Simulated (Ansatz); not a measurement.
# BrGaH4N2: a ladder of functionals and wavefunction methods

The task here is to estimate one member of a computed series from the others.

Method: functionals in def2-TZVPP, the program's frozen cores in correlated methods; program: Ansatz 0.2.0, Gaussian basis.

Plan: LDA (SPW92), PBE-D4, revPBE-D4, BLYP-D4, r2SCAN-D4, B97M-V, PBE0-D4, B3LYP-D4, r2SCANh-D4, r2SCAN0-D4, HSE06-D4, BHLYP-D4, CAM-B3LYP-D4, LC-ωPBE, ωB97X-V, ωB97M-V, B2PLYP, PBE-QIDH; CCSD(T)/def2-SVP; CCSD(T)/def2-TZVPP; MP2/def2-QZVPP; extrapolation to the limit; RPA on PBE.

**Structure used throughout**

All runs share one geometry, relaxed beforehand with PBE0-D4 in a triple-zeta def2 set.

SMILES `[NH2][Ga]([NH2])[Br]`, 8 atoms, charge 0, spin multiplicity 1.

Atoms are counted from 1 here; the program's logs count them from 0.

Bond lengths: N1–Ga2 1.809 Å, N1–H5 1.006 Å, N1–H6 1.006 Å, Ga2–N3 1.808 Å, Ga2–Br4 2.290 Å, N3–H7 1.006 Å, N3–H8 1.006 Å. Angles: Ga2–N1–H5 121.7°, Ga2–N1–H6 119.7°, H5–N1–H6 111.7°, N1–Ga2–N3 125.2°, N1–Ga2–Br4 117.4°, N3–Ga2–Br4 117.4°, Ga2–N3–H7 121.7°, Ga2–N3–H8 119.8°, H7–N3–H8 111.7°.

The first run:

The input, in.yaml:

```yaml
crystal:
  periodic: [false, false, false]
  atoms:
    - {symbol: N, position_ang: [-1.060877, 0.687679, -1.060816]}
    - {symbol: Ga, position_ang: [-0.261342, -0.267308, 0.250462]}
    - {symbol: N, position_ang: [1.505564, -0.232907, 0.634548]}
    - {symbol: Br, position_ang: [-1.591050, -1.627313, 1.524894]}
    - {symbol: H, position_ang: [-0.612404, 1.482159, -1.485340]}
    - {symbol: H, position_ang: [-2.063134, 0.775120, -1.074546]}
    - {symbol: H, position_ang: [2.182317, 0.123574, -0.019261]}
    - {symbol: H, position_ang: [1.900926, -0.941004, 1.230059]}
basis:
  gaussian: {orbitals: def2-TZVPP}
hamiltonian: {xc: lda}
output: {orbitals: {seedname: orbitals}}
```

On the command line:

```sh
ansatz run in.yaml --threads 4 --pin off --events-out ev --progress --plain --max-ram 10444MiB
```

Steps of the session up to this table: LDA; PBE-D4 (GGA); revPBE-D4 (GGA); BLYP-D4 (GGA); r2SCAN-D4 (meta-GGA); B97M-V (meta-GGA); PBE0-D4 (hybrid); B3LYP-D4 (hybrid); r2SCANh-D4 (hybrid); r2SCAN0-D4 (hybrid); HSE06-D4 (hybrid); BHLYP-D4 (hybrid); CAM-B3LYP-D4 (range-separated); LC-ωPBE (range-separated); ωB97X-V (range-separated); ωB97M-V (range-separated); B2PLYP (double hybrid); PBE-QIDH (double hybrid).

One table of the session follows, with a row left open; its other results are not shown here.

It belongs to the step «Orbital energies across the functionals». 

```
  functional  HOMO (eV)  gap (eV)
 LDA (SPW92)      -6.12      4.60
      PBE-D4      -5.92      4.64
   revPBE-D4      -5.86      4.68
     BLYP-D4      -5.80      4.52
   r2SCAN-D4      -6.24      5.33
      B97M-V      -6.27      5.17
     PBE0-D4      -7.35      6.97
    B3LYP-D4      -7.10      6.37
  r2SCANh-D4      -6.77      6.18
  r2SCAN0-D4      -7.58      7.44
    HSE06-D4      -6.95      6.19
    BHLYP-D4      -8.69      9.08
CAM-B3LYP-D4          ?         ?
     LC-ωPBE     -10.24     12.08
     ωB97X-V      -9.84     11.44
     ωB97M-V      -9.74     11.03
```

Estimate the missing values for CAM-B3LYP-D4.

The run gave: HOMO (eV): -8.80; gap (eV): 9.29. In the column «HOMO (eV)» it lies between ωB97M-V (-9.74) and BHLYP-D4 (-8.69).
